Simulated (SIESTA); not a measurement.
## AgRh under changes of volume

One of the cells (16.385 Å³/atom); the others are scaled copies at fixed shape and fractional positions:

```xyz
2
Lattice="2.7960 0.0000 0.0000 -1.3980 2.4214 0.0000 0.0000 0.0000 4.8404" Properties=species:S:1:pos:R:3 pbc="T T T"
Ag    0.0000    0.0000    2.4202
Rh    1.3980    0.8071    0.0000
```

The cell comes from a database or a generator and needn't be the stable form of this composition.

```yaml
Program: SIESTA 5.4.2
Functional: PBE
Potentials_or_basis: PseudoDojo 0.4 standard (PBE files)
Basis: DZP (energy shift 0.003 Ry; two zetas on semicore shells)
Grid_cutoff: 800 Ry
Energy_shift: 0.003 Ry
k_mesh: 11 × 11 × 6
Occupations: fermi-dirac, width 0.05 eV
Spin: no spin polarisation
```

| volume (Å³/atom) | energy over the lowest point (meV/atom) | pressure (GPa) |
| --- | --- | --- |
| 15.100 | 25.07 | 10.5 |
| 15.421 | 8.54 | 6.2 |
| 15.743 | 0.00 | 2.5 |
| 16.385 | ? | ? |
| 16.707 | 13.38 | -6.2 |
| 17.028 | 28.30 | -8.4 |

Question: What does the run at 16.385 Å³/atom give?

Answer: Energy over the lowest point 3.17 meV/atom; pressure -3.7 GPa.

Worked out: A Birch-Murnaghan fit of order 3 (a polynomial in V^(-2/3)) to the other rows has its minimum at 15.98 Å³/atom with B0 = V·E''(V) = 159 GPa and B' = 5.4 at fixed shape and positions, which overstates the stiffness. It gives 3.21 meV/atom at 16.385 Å³/atom, against the run's 3.17, and -dE/dV = -3.8 GPa, against -3.7.

Energies are extrapolated to zero smearing.

Caveats: short orbitals over semicore shells can move pressures by several GPa; the basis of atomic orbitals isn't converged, which shifts pressures, moduli and gaps.
